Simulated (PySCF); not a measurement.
**Cs²⁺ at other levels of theory**

Aim: see what other levels and later steps give for Cs²⁺.

The runs use PySCF 2.14.0; method and basis as typed in the scripts.

8 further runs of the same task are left out: 4 for a known fault of the program, 4 that didn't finish.

## 1. The atom

Cs²⁺: 1 atom, charge 2, spin multiplicity 2.

## 2. The base run

The input, input.py:

```python
from pyscf import gto, scf, mp

mol = gto.M(
    atom='Cs 0 0 0',
    basis='ano-rcc-vdzp',
    charge=2,
    spin=1,
    symmetry=True,
    verbose=4,
)
mf = scf.UHF(mol)
mf = mf.sfx2c1e()
mf.kernel()
mp.MP2(mf, frozen=18).kernel()
mf.dip_moment()
print('orbital energies (hartree):', [e[max(0, n-3):n+3].round(4) for e, n in zip(mf.mo_energy, mol.nelec)])
```

Run with:

```
> python input.py
```

## 3. Population analysis

Run 1 changes step after the SCF: mp2 → analyze.

The input, input.py:

```python
from pyscf import gto, scf

mol = gto.M(
    atom='Cs 0 0 0',
    basis='ano-rcc-vdzp',
    charge=2,
    spin=1,
    symmetry=True,
    verbose=4,
)
mf = scf.UHF(mol)
mf = mf.sfx2c1e()
mf.kernel()
mf.analyze()
print('orbital energies (hartree):', [e[max(0, n-3):n+3].round(4) for e, n in zip(mf.mo_energy, mol.nelec)])
```

## 4. M062x (UKS)

Run 2 changes functional: none (Hartree–Fock) → m062x; SCF type: UHF → UKS; step after the SCF: mp2 → analyze.

The input, input.py:

```python
from pyscf import gto, dft

mol = gto.M(
    atom='Cs 0 0 0',
    basis='ano-rcc-vdzp',
    charge=2,
    spin=1,
    symmetry=True,
    verbose=4,
)
mf = dft.UKS(mol, xc='m062x')
mf = mf.sfx2c1e()
mf.kernel()
mf.analyze()
print('orbital energies (hartree):', [e[max(0, n-3):n+3].round(4) for e, n in zip(mf.mo_energy, mol.nelec)])
```

## 5. Olyp (UKS)

Run 3 changes functional: none (Hartree–Fock) → olyp; SCF type: UHF → UKS; step after the SCF: mp2 → analyze.

The input, input.py:

```python
from pyscf import gto, dft

mol = gto.M(
    atom='Cs 0 0 0',
    basis='ano-rcc-vdzp',
    charge=2,
    spin=1,
    symmetry=True,
    verbose=4,
)
mf = dft.UKS(mol, xc='olyp')
mf = mf.sfx2c1e()
mf.kernel()
mf.analyze()
print('orbital energies (hartree):', [e[max(0, n-3):n+3].round(4) for e, n in zip(mf.mo_energy, mol.nelec)])
```

## 6. TDA

Run 4 changes step after the SCF: mp2 → tda; number of roots: none → 8.

input.py: that of step 2 with these lines changed.

```diff
@@ -1,2 +1,2 @@
-from pyscf import gto, scf, mp
+from pyscf import gto, scf, tdscf
 
@@ -13,3 +13,6 @@
 mf.kernel()
-mp.MP2(mf, frozen=18).kernel()
+td = tdscf.TDA(mf)
+td.nstates = 8
+td.kernel()
+td.analyze()
 mf.dip_moment()
```

**Question.** What will these runs give? Wanted: for each run, E(SCF); from base; gap, α spin; after the SCF.

As calculated:

```
                run  E(SCF) (hartree)  from base (eV)  cycles  gap, α spin (eV)                           after the SCF
               base      -7782.112384               0       7             25.15  MP2 correlation -1.408 eV, core frozen
population analysis      -7782.112384          0.0000       7             25.15                                     n/a
        m062x (UKS)      -7785.833207  not comparable       6             21.69                                     n/a
         olyp (UKS)      -7787.566913  not comparable       6             17.43                                     n/a
                TDA      -7782.112384          0.0000       7             25.15              lowest root found 18.31 eV
```

**Reading.** The α-spin gap between the frontier levels is 17.4 eV with olyp (0 % exact exchange) and 21.7 eV with m062x (54 %): exact exchange opens it. A lower total energy from another functional means nothing by itself.
